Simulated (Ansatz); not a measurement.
The system is Pd3I.

```
CELL_PARAMETERS angstrom
-2.14695 2.14695 3.87591
2.14695 -2.14695 3.87591
2.14695 2.14695 -3.87591
ATOMIC_POSITIONS crystal
I 0.00000 0.00000 0.00000
Pd 0.50000 0.50000 0.00000
Pd 0.25000 0.75000 0.50000
Pd 0.75000 0.25000 0.50000
```

The cell comes from a database or a generator and needn't be the stable form of this composition.

Base run:

* Program: Ansatz 0.2.0
* Functional: PBE
* Potentials or basis: Ansatz PAW
* Cutoff: 420 eV (not typed: the program's choice for these potentials)
* k mesh: 9 × 9 × 9
* Occupations: fermi-dirac, width 0.05 eV
* Spin: no spin polarisation
* Hubbard terms: Pd d U = 4 eV

Its results: band gap on the k mesh none (metal or under the smearing width); pressure 0.2 GPa.

Task: The run is repeated on the same cell with these changes: hubbard terms from Pd d U = 4 eV to Pd d U = 8 eV. What comes out?

Result: Band gap on the k mesh none (metal or under the smearing width); pressure 1.5 GPa.

Caveats: spin-orbit coupling is left out, which moves the levels of the heavy elements; an odd number of electrons without spin polarisation forces a metal; a magnetic or distorted state may lie lower; U without spin polarisation on a metal has little footing.
